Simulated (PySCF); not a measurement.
# RbGa under other conditions

How does RbGa answer to another spin, charge, distance or environment?

Computed with PySCF 2.14.0. Level: method and basis as typed in the scripts.

4 further runs of the same task are left out: 1 for a known fault of the program, 3 that didn't finish.

### 1 Where the work starts

RbGa: 2 atoms, charge 0, spin multiplicity 1.

Bond lengths: Rb1–Ga2 3.265 Å.

### 2 The base run

input.py reads:

```python
from pyscf import gto, scf, mp

mol = gto.M(
    atom='Rb 0 0 0; Ga 0 0 3.265',
    basis='ano-rcc-vdzp',
    charge=0,
    spin=0,
    verbose=3,
)
mf = scf.RHF(mol)
mf = mf.sfx2c1e()
mf.kernel()
mp.MP2(mf, frozen=18).kernel()
mf.dip_moment()
print('orbital energies (hartree):', mf.mo_energy[..., max(0, mol.nelec[1]-3):mol.nelec[0]+3].round(4))
```

On the command line:

```console
$ OMP_NUM_THREADS=1 python input.py
```

The log of this run is left out.

It gives: E(SCF) = -4921.225725 Eh, E(MP2) − E(SCF) = -0.43907 Eh, μ = 3.81 D (of the SCF density).

The bond length is a typed value, not an optimised one.

### 3 Electric field 0.001 a.u.

Variant 1 changes electric field: none → 0.001 a.u.

input.py reads:

```python
from pyscf import gto, scf, mp

mol = gto.M(
    atom='Rb 0 0 0; Ga 0 0 3.265',
    basis='ano-rcc-vdzp',
    charge=0,
    spin=0,
    verbose=3,
)
mf = scf.RHF(mol)
mf = mf.sfx2c1e()
field = 0.001  # electric field along z, atomic units
h = mf.get_hcore() + field*mol.intor('int1e_r')[2]
mf.get_hcore = lambda *args: h
e_nuc = mol.energy_nuc() - field*mol.atom_charges() @ mol.atom_coords()[:, 2]
mf.energy_nuc = lambda *args: e_nuc
mf.kernel()
mp.MP2(mf, frozen=18).kernel()
mf.dip_moment()
print('orbital energies (hartree):', mf.mo_energy[..., max(0, mol.nelec[1]-3):mol.nelec[0]+3].round(4))
```

On the command line:

```console
$ OMP_NUM_THREADS=1 python input.py
```

### 4 Bond 3.494 Å

Variant 2 changes bond length: 3.265 Å → 3.494 Å.

input.py, as its differences from that of step 2:

```diff
@@ -3,3 +3,3 @@
 mol = gto.M(
-    atom='Rb 0 0 0; Ga 0 0 3.265',
+    atom='Rb 0 0 0; Ga 0 0 3.494',
     basis='ano-rcc-vdzp',
```

### 5 Quintet (UHF)

Variant 3 changes spin (2S): 0 → 4; SCF type: RHF → UHF.

input.py reads:

```python
from pyscf import gto, scf, mp

mol = gto.M(
    atom='Rb 0 0 0; Ga 0 0 3.265',
    basis='ano-rcc-vdzp',
    charge=0,
    spin=4,
    verbose=3,
)
mf = scf.UHF(mol)
mf = mf.sfx2c1e()
mf.kernel()
mp.MP2(mf, frozen=18).kernel()
mf.dip_moment()
print('orbital energies (hartree):', [e[max(0, n-3):n+3].round(4) for e, n in zip(mf.mo_energy, mol.nelec)])
```

### 6 Bond 6.53 Å

Variant 4 changes bond length: 3.265 Å → 6.53 Å.

input.py, as its differences from that of step 2:

```diff
@@ -3,3 +3,3 @@
 mol = gto.M(
-    atom='Rb 0 0 0; Ga 0 0 3.265',
+    atom='Rb 0 0 0; Ga 0 0 6.53',
     basis='ano-rcc-vdzp',
```

**Question.** What will these runs give? Wanted: for each run, E(SCF); from base; gap, α spin; SCF dipole; after the SCF.

**Answer**, as computed:

```csv
run,E(SCF) (hartree),from base (eV),"gap, α spin (eV)",SCF dipole (D),after the SCF
base,-4921.225725,0,4.31,3.81,"MP2 correlation -11.948 eV, core frozen"
electric field 0.001 a.u.,-4921.224436,+0.0351,4.23,2.74,"MP2 correlation -11.984 eV, core frozen"
bond 3.494 Å,-4921.233870,-0.2216,4.22,4.15,"MP2 correlation -11.878 eV, core frozen"
quintet (UHF),-4921.158522,+1.8287,4.99,12.47,"MP2 correlation -10.728 eV, core frozen"
bond 6.53 Å,-4921.203592,+0.6023,2.68,4.27,"MP2 correlation -11.974 eV, core frozen"
```

The largest comparable shift of the SCF energy, +1.829 eV, comes with the run “quintet (UHF)”. The quintet solution found lies 1.83 eV above the base singlet at this geometry and level. With bond 6.53 Å the frontier gap moves by over 1.5 eV, which can mean another electronic state rather than the bond length alone.
